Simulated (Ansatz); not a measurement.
# CH6OSSi: small, medium and large basis sets

The task here is to estimate one member of a computed series from the others.

Program: Ansatz 0.2.0, Gaussian basis. Level of theory: one geometry, several basis sets. These are calculated values, not measurements.

Levels to be run: PBE0-D4/def2-SVP; ωB97M-V/def2-SVP; PBE0-D4/def2-QZVPP; ωB97M-V/def2-QZVPP; the functionals' def2-TZVPP values are taken from earlier runs.

**The geometry**

All runs share one geometry, relaxed beforehand with PBE0-D4 in a triple-zeta def2 set.

SMILES `OCS[SiH3]`, 10 atoms, charge 0, spin multiplicity 1.

Atoms are counted from 1 here; the program's logs count them from 0.

Bond lengths: O1–C2 1.389 Å, O1–H5 0.962 Å, C2–S3 1.838 Å, C2–H6 1.089 Å, C2–H7 1.096 Å, S3–Si4 2.125 Å, Si4–H8 1.482 Å, Si4–H9 1.491 Å, Si4–H10 1.487 Å. Angles: C2–O1–H5 109.1°, O1–C2–S3 114.6°, O1–C2–H6 107.0°, O1–C2–H7 112.8°, S3–C2–H6 105.2°, S3–C2–H7 108.3°, H6–C2–H7 108.6°, C2–S3–Si4 98.7°, S3–Si4–H8 107.2°, S3–Si4–H9 110.7°, S3–Si4–H10 111.4°, H8–Si4–H9 109.6°, H8–Si4–H10 110.5°, H9–Si4–H10 107.5°.

Set-up of the first run:

in.yaml

```yaml
crystal:
  periodic: [false, false, false]
  atoms:
    - {symbol: O, position_ang: [-0.108372, 1.864886, -0.936263]}
    - {symbol: C, position_ang: [0.561493, 0.663298, -1.127646]}
    - {symbol: S, position_ang: [-0.505463, -0.830535, -1.038976]}
    - {symbol: Si, position_ang: [-0.436868, -1.152154, 1.060885]}
    - {symbol: H, position_ang: [-0.484260, 1.877564, -0.051064]}
    - {symbol: H, position_ang: [0.952498, 0.675097, -2.144478]}
    - {symbol: H, position_ang: [1.398305, 0.529264, -0.433081]}
    - {symbol: H, position_ang: [-1.372356, -2.260513, 1.365572]}
    - {symbol: H, position_ang: [-0.860482, 0.074625, 1.795323]}
    - {symbol: H, position_ang: [0.938505, -1.492730, 1.512628]}
basis:
  gaussian: {orbitals: def2-SVP}
hamiltonian: {xc: pbe0, dispersion: d4}
output: {orbitals: {seedname: orbitals}}
```

The run is started by

```
$ ansatz run in.yaml --threads 2 --pin off --events-out ev --progress --plain --max-ram 4352MiB
```

Among the steps run: PBE0-D4 in def2-SVP; ωB97M-V in def2-SVP; PBE0-D4 in def2-QZVPP; ωB97M-V in def2-QZVPP.

One table of the session follows, with a row left open; its other results are not shown here.

It belongs to the step «Density functionals: the series». 

| functional | basis | HOMO (eV) | LUMO (eV) |
| --- | --- | --- | --- |
| PBE0-D4 | def2-SVP | -7.20 | 0.25 |
| PBE0-D4 | def2-TZVPP | -7.29 | -0.10 |
| PBE0-D4 | def2-QZVPP | -7.33 | -0.23 |
| ωB97M-V | def2-SVP | -9.37 | 2.17 |
| ωB97M-V | def2-TZVPP | -9.49 | 1.64 |
| ωB97M-V | def2-QZVPP | ? | ? |

Estimate the missing values for ωB97M-V, def2-QZVPP.

The run gave: HOMO (eV): -9.53; LUMO (eV): 1.32. In the column «HOMO (eV)» it is the lowest.
